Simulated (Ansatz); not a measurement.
**Cl2H4OSi2: one species, many methods**

An exercise on one series of results from a longer session: the logs are not shown, and one member is left open.

Program: Ansatz 0.2.0, Gaussian basis. Level of theory: functionals in def2-TZVPP, the program's frozen cores in correlated methods. These are calculated values, not measurements.

Plan: LDA (SPW92), PBE-D4, revPBE-D4, BLYP-D4, r2SCAN-D4, B97M-V, PBE0-D4, B3LYP-D4, r2SCANh-D4, r2SCAN0-D4, HSE06-D4, BHLYP-D4, CAM-B3LYP-D4, LC-ωPBE, ωB97X-V, ωB97M-V, B2PLYP, PBE-QIDH; CCSD(T)/def2-SVP; CCSD(T)/def2-TZVPP; MP2/def2-QZVPP; extrapolation to the limit; RPA on PBE.

### The geometry

All runs share one geometry, relaxed beforehand with PBE0-D4 in a triple-zeta def2 set.

SMILES `O[SiH](Cl)[SiH2]Cl`, 9 atoms, charge 0, spin multiplicity 1.

Atoms are counted from 1 here; the program's logs count them from 0.

Bond lengths: O1–Si2 1.636 Å, O1–H6 0.961 Å, Si2–Cl3 2.060 Å, Si2–Si4 2.346 Å, Si2–H7 1.478 Å, Si4–Cl5 2.072 Å, Si4–H8 1.483 Å, Si4–H9 1.485 Å. Angles: Si2–O1–H6 117.0°, O1–Si2–Cl3 111.6°, O1–Si2–Si4 109.2°, O1–Si2–H7 106.3°, Cl3–Si2–Si4 106.2°, Cl3–Si2–H7 107.7°, Si4–Si2–H7 116.0°, Si2–Si4–Cl5 103.8°, Si2–Si4–H8 113.9°, Si2–Si4–H9 113.2°, Cl5–Si4–H8 108.3°, Cl5–Si4–H9 107.6°, H8–Si4–H9 109.7°.

Set-up of the first run:

Input file in.yaml:

```yaml
crystal:
  periodic: [false, false, false]
  atoms:
    - {symbol: O, position_ang: [-1.849997, 0.527509, -0.536347]}
    - {symbol: Si, position_ang: [-0.875381, -0.609484, 0.121134]}
    - {symbol: Cl, position_ang: [-0.604979, -2.205630, -1.152949]}
    - {symbol: Si, position_ang: [1.252730, 0.311205, 0.474689]}
    - {symbol: Cl, position_ang: [1.577606, 1.465121, -1.214965]}
    - {symbol: H, position_ang: [-1.484066, 1.057265, -1.249307]}
    - {symbol: H, position_ang: [-1.574417, -1.109291, 1.323944]}
    - {symbol: H, position_ang: [2.335675, -0.697250, 0.564861]}
    - {symbol: H, position_ang: [1.311330, 1.214356, 1.651842]}
basis:
  gaussian: {orbitals: def2-TZVPP}
hamiltonian: {xc: lda}
output: {orbitals: {seedname: orbitals}}
```

Launch:

```bash
> ansatz run in.yaml --threads 4 --pin off --events-out ev --progress --plain --max-ram 10444MiB
```

Among the steps run: LDA; PBE-D4 (GGA); revPBE-D4 (GGA); BLYP-D4 (GGA); r2SCAN-D4 (meta-GGA); B97M-V (meta-GGA); B3LYP-D4 (hybrid); r2SCANh-D4 (hybrid); r2SCAN0-D4 (hybrid); HSE06-D4 (hybrid); BHLYP-D4 (hybrid); CAM-B3LYP-D4 (range-separated); LC-ωPBE (range-separated); ωB97X-V (range-separated); ωB97M-V (range-separated); B2PLYP (double hybrid); PBE-QIDH (double hybrid).

One of the session's tables, all rows but one given; the rest of the session is left out.

It belongs to the step «Orbital energies across the functionals». 

| functional | HOMO (eV) | gap (eV) |
| --- | --- | --- |
| LDA (SPW92) | ? | ? |
| PBE-D4 | -6.86 | 4.93 |
| revPBE-D4 | -6.81 | 4.99 |
| BLYP-D4 | -6.74 | 4.99 |
| r2SCAN-D4 | -7.15 | 5.50 |
| B97M-V | -7.26 | 5.47 |
| PBE0-D4 | -8.08 | 6.99 |
| B3LYP-D4 | -7.89 | 6.62 |
| r2SCANh-D4 | -7.60 | 6.23 |
| r2SCAN0-D4 | -8.27 | 7.33 |
| HSE06-D4 | -7.69 | 6.22 |
| BHLYP-D4 | -9.23 | 9.07 |
| CAM-B3LYP-D4 | -9.39 | 9.36 |
| LC-ωPBE | -10.68 | 11.77 |
| ωB97X-V | -10.36 | 11.33 |
| ωB97M-V | -10.12 | 10.83 |

Q: Estimate the row for LDA (SPW92) from the others.

As computed: HOMO (eV): -6.95; gap (eV): 4.77. In the column «HOMO (eV)» it lies between r2SCAN-D4 (-7.15) and PBE-D4 (-6.86).
